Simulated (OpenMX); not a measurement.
Hf2Pd2Se2Br2O3 under changes of volume

One of the cells (22.729 Å³/atom); the others are scaled copies at fixed shape and fractional positions:

```xyz
11
Lattice="5.6066 -0.0935 -0.0141 1.6139 5.3351 0.0025 1.3692 1.9153 8.3154" Properties=species:S:1:pos:R:3 pbc="T T T"
Hf    2.3902    3.4984    0.1883
Hf    6.1995    3.6586    8.1156
Pd    1.4915    3.6252    4.1590
Pd    0.6846    0.9576    4.1577
Se    1.0298    2.2924    2.1069
Se    7.5599    4.8645    6.1970
Br    4.2949    3.5785    4.1519
Br    3.4879    0.9109    4.1507
O     4.3489    3.6281    7.6532
O     4.2408    3.5289    0.6507
O     0.0000    0.0000    0.0000
```

The cell was built by a generator and needn't be a form met in nature.

```yaml
Program: OpenMX 3.8.5
Functional: LDA
Potentials_or_basis: OpenMX 2013 LDA set, Hf7.0-s3p2d2f1, Pd7.0-s3p2d2, Se7.0-s3p2d2, Br7.0-s3p2d2, O6.0-s2p2d1, fixed grid of 64 × 63 × 100 points
k_mesh: 5 × 5 × 5
Occupations: fermi-dirac, width 0.05 eV
Spin: no spin polarisation
```

```tsv
volume (Å³/atom)	energy over the lowest point (meV/atom)	largest force (eV/Å)
21.365	0.00	0.432
21.820	3.98	0.322
22.274	?	?
22.729	27.62	0.948
23.183	46.11	1.284
23.638	68.41	1.593
24.093	94.07	1.879
```

**Question.** What does the run at 22.274 Å³/atom give?

**Answer.** Energy over the lowest point 13.39 meV/atom; largest force 0.592 eV/Å.

Worked out: A Birch-Murnaghan fit of order 3 (a polynomial in V^(-2/3)) to the other rows has its minimum at 21.29 Å³/atom, just outside them, with B0 = V·E''(V) = 103 GPa and B' = 4.7 at fixed shape and positions, which overstates the stiffness. It gives 13.38 meV/atom at 22.274 Å³/atom, against the run's 13.39.

Energies are extrapolated to zero smearing.

Caveats: the basis of atomic orbitals isn't converged, which shifts pressures, moduli and gaps; forces of over 1 eV/Å show positions far from the minimum, so gaps and moduli don't describe the material at rest (some runs).
